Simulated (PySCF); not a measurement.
# In²⁺: dipole response in aug-cc-pwCVTZ-DK3

Aim: the static polarisability and the C₆ coefficient of In²⁺, method by method.

The numbers are computed with PySCF 2.14.0 (unrestricted determinants in a Gaussian basis, no spin-orbit coupling in the energies), except any that are marked as measured or tabulated.

### 1 What is computed

- Element: indium (Z = 49)
- Basis: aug-cc-pwCVTZ-DK3 (10s9p7d4f1g, 109 functions)
- Hamiltonian: the spin-free X2C one-electron Hamiltonian (Gaussian nucleus)
- State 1: In²⁺: [Kr] 4d10 5s1, 2S determinant
- Methods: UHF, PBE, PBE0

Outer shells as boxes (Hund's rule):

In2+ [Kr] 4d10 5s1
```
[Kr] core
4d [↑↓][↑↓][↑↓][↑↓][↑↓]
5s [↑ ]
```

One driver process ran all states and methods and kept the integrals in memory. Each run is shown as a PySCF script that sums up its settings (the driver passes frozen orbitals as a list and adds second-order terms of double hybrids); the logs are those of the runs themselves. The driver starts from symmetry-adapted Hartree-Fock orbitals, holds the occupation by maximum overlap and uses a logarithmic radial grid for functionals, so a plain start would take other cycles.

The driver's launch:

```console
> OMP_NUM_THREADS=1 python atomrun2.py TASK.json OUT
```

The integrals over 109 functions and the set-up took 5.7 s of CPU time.

### 2 In²⁺

Level: UHF.

The input, input.py:

```python
from pyscf import gto, scf, dft, mp, cc
import basis_set_exchange as bse
mol = gto.M(atom="In 0 0 0", charge=2, spin=1, symmetry="D2h",
            basis=gto.basis.parse(bse.get_basis("aug-cc-pwCVTZ-DK3", elements=["In"], fmt="nwchem", header=False)),
            nucmod="G")
mf = scf.UHF(mol).sfx2c1e()
mf.irrep_nelec = {'Ag': (9, 8), 'B1g': (2, 2), 'B2g': (2, 2), 'B3g': (2, 2), 'B1u': (3, 3), 'B2u': (3, 3), 'B3u': (3, 3)}
mf.kernel()
```

Output:

```text
damping factor = 0
level_shift factor = 0
DIIS = <class 'pyscf.scf.diis.CDIIS'>
diis_start_cycle = 1
diis_space = 10
diis_damp = 0
SCF conv_tol = 1e-09
SCF conv_tol_grad = None
number electrons alpha = 24  beta = 23
cycle= 1 E= -5877.22221520394  delta_E= -6.13e-10  |g|= 1.56e-05  |ddm|= 0.000124
converged SCF energy = -5877.22221520394  <S^2> = 0.75081542  2S+1 = 2.0008153
```

CPU time 16 s on a shared host, the integrals not counted.

The occupied shells:

| shell | electrons | mean orbital energy (eV) | spread (eV) | rms radius (bohr) |
| --- | --- | --- | --- | --- |
| 1s α | 1 | -28094.8 | 0 | 0.0342 |
| 1s β | 1 | -28094.7 | 0 | 0.0342 |
| 2s α | 1 | -4312.7 | 0 | 0.139 |
| 2s β | 1 | -4312.6 | 0 | 0.139 |
| 2p α | 3 | -3868.0 | 0 | 0.124 |
| 2p β | 3 | -3868.0 | 0 | 0.124 |
| 3s α | 1 | -871.96 | 0 | 0.371 |
| 3s β | 1 | -871.78 | 0 | 0.371 |
| 3p α | 3 | -722.27 | 0 | 0.372 |
| 3p β | 3 | -722.21 | 0 | 0.372 |
| 3d α | 5 | -489.57 | 0 | 0.352 |
| 3d β | 5 | -489.57 | 0 | 0.352 |
| 4s α | 1 | -162.26 | 0 | 0.908 |
| 4s β | 1 | -161.88 | 0 | 0.908 |
| 4p α | 3 | -115.20 | 0 | 0.990 |
| 4p β | 3 | -115.11 | 0 | 0.990 |
| 4d α | 5 | -45.334 | 0 | 1.26 |
| 4d β | 5 | -45.120 | 0 | 1.26 |
| 5s α | 1 | -26.777 | 0 | 2.57 |

⟨S²⟩ = 0.751, ⟨L²⟩ = 0.00.

The driver then solved the coupled dipole response at imaginary frequencies: mean α = 17.51 bohr³, C₆ = 82.73 au for a like pair.

Level: PBE.

input.py, as changed from the run before:

```diff
@@ -5,3 +5,3 @@
             nucmod="G")
-mf = scf.UHF(mol).sfx2c1e()
+mf = dft.UKS(mol, xc="PBE").sfx2c1e()
 mf.irrep_nelec = {'Ag': (9, 8), 'B1g': (2, 2), 'B2g': (2, 2), 'B3g': (2, 2), 'B1u': (3, 3), 'B2u': (3, 3), 'B3u': (3, 3)}
```

Output:

```text
damping factor = 0
level_shift factor = 0
DIIS = <class 'pyscf.scf.diis.CDIIS'>
diis_start_cycle = 1
diis_space = 10
diis_damp = 0
SCF conv_tol = 1e-09
SCF conv_tol_grad = None
number electrons alpha = 24  beta = 23
XC functionals = PBE
    J. P. Perdew, K. Burke, and M. Ernzerhof.,  Phys. Rev. Lett. 77, 3865 (1996)
    J. P. Perdew, K. Burke, and M. Ernzerhof.,  Phys. Rev. Lett. 78, 1396 (1997)
    J. P. Perdew, K. Burke, and M. Ernzerhof.,  Phys. Rev. Lett. 77, 3865 (1996)
    J. P. Perdew, K. Burke, and M. Ernzerhof.,  Phys. Rev. Lett. 78, 1396 (1997)
cycle= 1 E= -5879.42768546809  delta_E= -0.0178  |g|= 0.0681  |ddm|= 0.689
cycle= 2 E= -5879.42765435969  delta_E= 3.11e-05  |g|= 0.0541  |ddm|= 0.0822
cycle= 3 E= -5879.42796329131  delta_E= -0.000309  |g|= 0.0115  |ddm|= 0.0414
cycle= 4 E= -5879.42798202943  delta_E= -1.87e-05  |g|= 0.000372  |ddm|= 0.00828
cycle= 5 E= -5879.4279820564  delta_E= -2.7e-08  |g|= 1.29e-05  |ddm|= 0.000381
cycle= 6 E= -5879.42798205643  delta_E= -3.09e-11  |g|= 3.36e-07  |ddm|= 1.9e-05
converged SCF energy = -5879.42798205643  <S^2> = 0.75049296  2S+1 = 2.0004929
```

It used 12 s of CPU time after the integrals (shared host).

The driver then solved the coupled dipole response at imaginary frequencies: mean α = 13.21 bohr³, C₆ = 63.65 au for a like pair.

Level: PBE0.

input.py, as changed from the run before:

```diff
@@ -5,3 +5,3 @@
             nucmod="G")
-mf = dft.UKS(mol, xc="PBE").sfx2c1e()
+mf = dft.UKS(mol, xc="PBE0").sfx2c1e()
 mf.irrep_nelec = {'Ag': (9, 8), 'B1g': (2, 2), 'B2g': (2, 2), 'B3g': (2, 2), 'B1u': (3, 3), 'B2u': (3, 3), 'B3u': (3, 3)}
```

Output:

```text
damping factor = 0
level_shift factor = 0
DIIS = <class 'pyscf.scf.diis.CDIIS'>
diis_start_cycle = 1
diis_space = 10
diis_damp = 0
SCF conv_tol = 1e-09
SCF conv_tol_grad = None
number electrons alpha = 24  beta = 23
XC functionals = PBE0
    C. Adamo and V. Barone.,  J. Chem. Phys. 110, 6158 (1999)
    M. Ernzerhof and G. E. Scuseria.,  J. Chem. Phys. 110, 5029 (1999)
cycle= 1 E= -5879.50611906787  delta_E= -0.00967  |g|= 0.0344  |ddm|= 0.534
cycle= 2 E= -5879.50618230439  delta_E= -6.32e-05  |g|= 0.0131  |ddm|= 0.0637
cycle= 3 E= -5879.50619292956  delta_E= -1.06e-05  |g|= 0.00476  |ddm|= 0.0097
cycle= 4 E= -5879.50619591233  delta_E= -2.98e-06  |g|= 0.000156  |ddm|= 0.00404
cycle= 5 E= -5879.50619592176  delta_E= -9.43e-09  |g|= 3.12e-05  |ddm|= 0.000536
cycle= 6 E= -5879.50619592192  delta_E= -1.67e-10  |g|= 1.21e-06  |ddm|= 3.47e-05
converged SCF energy = -5879.50619592192  <S^2> = 0.75052783  2S+1 = 2.0005278
```

CPU time 26 s on a shared host, the integrals not counted.

The driver then solved the coupled dipole response at imaginary frequencies: mean α = 13.97 bohr³, C₆ = 66.71 au for a like pair.

Radial density 4πr²ρ of In²⁺ at UHF, without picture-change correction:

| r (bohr) | density | spin density |
| --- | --- | --- |
| 0.000487 | 0.694 | 0.000 |
| 0.000819 | 1.61 | 0.000 |
| 0.00138 | 3.67 | 0.001 |
| 0.00232 | 8.05 | 0.002 |
| 0.00390 | 16.7 | 0.003 |
| 0.00656 | 31.6 | 0.006 |
| 0.0110 | 50.9 | 0.009 |
| 0.0186 | 63.3 | 0.008 |
| 0.0312 | 57.2 | 0.000 |
| 0.0525 | 58.5 | 0.004 |
| 0.0883 | 80.2 | 0.017 |
| 0.148 | 59.2 | -0.016 |
| 0.250 | 64.5 | 0.028 |
| 0.420 | 35.9 | 0.002 |
| 0.707 | 20.8 | 0.052 |
| 1.19 | 13.7 | 0.018 |
| 2.00 | 2.27 | 0.578 |
| 3.36 | 0.237 | 0.201 |
| 5.66 | 0.00387 | 0.004 |

### 3 Polarisabilities and C₆

In²⁺, in atomic units:

| method | mean α | C₆ (like pair) | S(−4) |
| --- | --- | --- | --- |
| UHF | 17.51 | 82.73 | 240.7 |
| PBE | 13.21 | 63.65 | 111.3 |
| PBE0 | 13.97 | 66.71 | 131.4 |

α(iu) at PBE0:

| u (hartree) | α(iu) (bohr³) |
| --- | --- |
| 0 | 13.97 |
| 0.0500 | 13.66 |
| 0.100 | 12.81 |
| 0.200 | 10.47 |
| 0.300 | 8.382 |
| 0.500 | 5.806 |
| 0.750 | 4.221 |
| 1.00 | 3.337 |
| 1.50 | 2.326 |
| 2.00 | 1.738 |
| 3.00 | 1.076 |
| 5.00 | 0.5181 |

### 4 What came out

| quantity | value |
| --- | --- |
| α of In²⁺ | 13.21 (PBE) to 17.51 (UHF) bohr³ |

**Reading.** A single London oscillator with the computed α and C₆ of In²⁺ at UHF would have ω = 4 C₆ / (3 α²) = 0.360 hartree. The basis is finite, and no extrapolation was made.
